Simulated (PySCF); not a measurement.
# PdOI2: structure of the triplet

Aim: relax PdOI2 as a triplet from a B3LYP minimum start, check by its vibrations whether the end is a minimum, and collect its spectrum and constants.

Program: PySCF 2.14.0. Level of theory: PBE, basis Pd def2-SVP with ECP28, O def2-SVP, I def2-SVP with ECP28, scalar-relativistic core potentials, no spin–orbit coupling, density fitting. These are calculated values, not measurements.

### 1 Starting geometry

4 atoms, charge 0, spin multiplicity 3.

Bond lengths: Pd1–O2 1.788 Å, Pd1–I3 2.553 Å, Pd1–I4 2.586 Å. Angles: O2–Pd1–I3 154.8°, O2–Pd1–I4 100.4°, I3–Pd1–I4 104.8°.

Coordinates in bohr (charge 0 multiplicity 3):
```
Pd   -0.7250   -1.7305    0.0000
O    -3.4042   -3.7880    0.0001
I     3.9884   -0.6974    0.0001
I    -2.9543    2.6190   -0.0001
```

### 2 Finding the electronic state

The steps below are one call of a driver around PySCF. For each, scf.py gives the equivalent set-up of the SCF; relaxations use the driver's own optimiser. After this first run the driver tries any further starts and a stability analysis.

The input, scf.py:

```python
from pyscf import gto, scf, dft
mol = gto.M(atom='''
Pd    -0.383630    -0.915750     0.000020
O     -1.801450    -2.004510     0.000030
I      2.110560    -0.369060     0.000040
I     -1.563360     1.385920    -0.000070''',
    basis={'Pd': 'def2-SVP', 'O': 'def2-SVP', 'I': 'def2-SVP'},
    ecp={'Pd': 'def2-SVP', 'I': 'def2-SVP'},
    charge=0, spin=2)
mf = dft.UKS(mol, xc='PBE')
mf.grids.atom_grid = (50, 194)
aux = {'Pd': 'def2-universal-JKFIT', 'O': 'def2-universal-JKFIT', 'I': 'def2-universal-JKFIT'}
mf = mf.density_fit(auxbasis=aux)
mf.conv_tol = 1e-08
mf.diis_space = 10
mf.max_cycle = 60
mf.init_guess = 'huckel'
mf.verbose = 4
mf.kernel()
```

Run with:

```sh
$ OMP_NUM_THREADS=4 python axn.py task.json out
```

After this run come: Relaxation: B3LYP minimum start, triplet; Vibrations and properties at this point.

**Question.** What will these runs give? Wanted: minimum; geometry; wavenumbers; dipole moment; highest occupied, lowest empty level; polar-tensor charge of Pd1; zero-point energy; atomisation energy; ⟨S²⟩.

As calculated:

| quantity | value |
| --- | --- |
| minimum | triplet, Cs |
| geometry | Pd–I 2.557 Å, Pd–I 2.560 Å, Pd–O 1.786 Å; I–Pd–I 106.0°, I–Pd–O 102.9°, I–Pd–O 151.1° |
| wavenumbers (cm⁻¹) | 51 (a'), 121 (a''), 131 (a'), 196 (a'), 220 (a'), 716 (a') |
| dipole moment | 1.16 D |
| highest occupied, lowest empty level (either spin) | -6.53, -5.81 eV |
| polar-tensor charge of Pd1 | +0.65 e |
| zero-point energy | 8.6 kJ/mol |
| entropy at 298.15 K | 386.7 J/(mol K) |
| atomisation energy (no zero-point energy) | 763 kJ/mol |
| ⟨S²⟩ | 2.022 |

What this shows: The molecule stays Cs, as typed, and the end point is a minimum. The strongest infrared band lies at 716 cm⁻¹ (a', stretch). Most of the spin sits on O2 (Mulliken spin 1.05, against 2 for the whole molecule). Other starts or spin states, not run here, may lie lower. Open d and f shells are described by one determinant, and the ground state may have another occupation or spin. Spin–orbit coupling, left out here, can matter for elements this heavy.
